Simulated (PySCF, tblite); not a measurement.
**C₄H₁₂B₂FN: geometry, infrared bands and NMR shifts**

What infrared bands and NMR shifts should C₄H₁₂B₂FN (`CB[C@@H](CF)B(C)N`) show?

The runs use tblite 0.8.0 and PySCF 2.14.0, with density-fitted response routines of our own; the level of theory stands in each step. All values are computed, except where a source is named. Atoms are numbered from 0 throughout.

## 1. The starting structure

20 atoms, charge 0, multiplicity 1; geometry from: force field or distance geometry start.

Bonds of the start (Å): C0–B1 1.60, B1–C2 1.58, C2–C3 1.55, C3–F4 1.38, C2–B5 1.61, B5–C6 1.59, B5–N7 1.51, C0–H8 1.11, C0–H9 1.10, C0–H10 1.11, B1–H11 1.18, C2–H12 1.12, C3–H13 1.11, C3–H14 1.11, C6–H15 1.12, C6–H16 1.11, C6–H17 1.11, N7–H18 1.05, N7–H19 1.04.

## 2. Optimising the geometry with GFN2-xTB

The job: settings as JSON, then the geometry in Å.

```
{"job": {"kind": "relax", "xc": "GFN2-xTB", "basis": "xTB"}, "charge": 0, "multiplicity": 1}
C      2.455100    -0.485200     1.199100
B      1.427200    -0.584800    -0.026600
C      0.300000     0.507800    -0.219800
C      0.423200     1.203800    -1.596100
F      1.627400     1.872400    -1.659900
B     -1.149000    -0.186300    -0.073500
C     -2.120200     0.223100     1.117200
N     -1.574000    -1.243600    -1.068200
H      3.158700    -1.340000     1.173100
H      3.010500     0.466700     1.130900
H      1.879500    -0.504900     2.153600
H      1.515800    -1.499300    -0.769100
H      0.395100     1.284800     0.578400
H      0.375800     0.453500    -2.417200
H     -0.400200     1.941900    -1.722300
H     -2.339100    -0.674000     1.752100
H     -1.657000     1.002600     1.763900
H     -3.071200     0.606400     0.701000
H     -1.792500    -2.113400    -0.525500
H     -2.470600    -0.920800    -1.494100
```

The run is started by

```sh
OMP_NUM_THREADS=1 python probes_run.py task.json out
```

One launch serves the whole session: the jobs run in the order shown.

**Question.** This job is followed by: GFN2-xTB harmonic vibrations, gas phase; GIAO PBE0/pcSseg-1 NMR shielding, non-relativistic, gas phase. What will the session give for the following? strongest single infrared mode (GFN2-xTB); zero-point energy (GFN2-xTB); ¹³C shifts against TMS (PBE0/pcSseg-1); ¹H shifts against TMS (PBE0/pcSseg-1, means over atoms taken as alike); ¹¹B shifts against BF3·OEt2 (PBE0/pcSseg-1); ¹⁹F shifts against CFCl3 (PBE0/pcSseg-1); ¹⁵N shifts against NH3 (PBE0/pcSseg-1).

**Answer**, as computed:

| quantity | value |
| --- | --- |
| strongest single infrared mode (GFN2-xTB) | 1140 cm⁻¹, 374 km/mol |
| zero-point energy (GFN2-xTB) | 102.2 kcal/mol |
| ¹³C shifts against TMS (PBE0/pcSseg-1) | 90.7, 58.7, 16.6, 8.7 ppm |
| ¹H shifts against TMS (PBE0/pcSseg-1, means over atoms taken as alike) | 7.80, 5.30, 5.05, 3.87, 2.97, 1.09, 0.40 ppm |
| ¹¹B shifts against BF3·OEt2 (PBE0/pcSseg-1) | 87.5, 40.7 ppm |
| ¹⁹F shifts against CFCl3 (PBE0/pcSseg-1) | -227.3 ppm |
| ¹⁵N shifts against NH3 (PBE0/pcSseg-1) | 113.6 ppm |

In words: Over 181 steps the energy fell by 1.316 eV; of the close pairs, B5–N7 changed most, 1.513 to 1.383 Å. No mode is imaginary among the 54: a minimum at this level. The strongest single mode, at 1140 cm⁻¹, moves mainly B5. Unscaled tight-binding wavenumbers are off by several per cent, some by more. Its intensities can rank the bands wrongly. At PBE0/pcSseg-1: The widest tensor belongs to B1: span 179 ppm, with a paramagnetic part of -179 ppm.
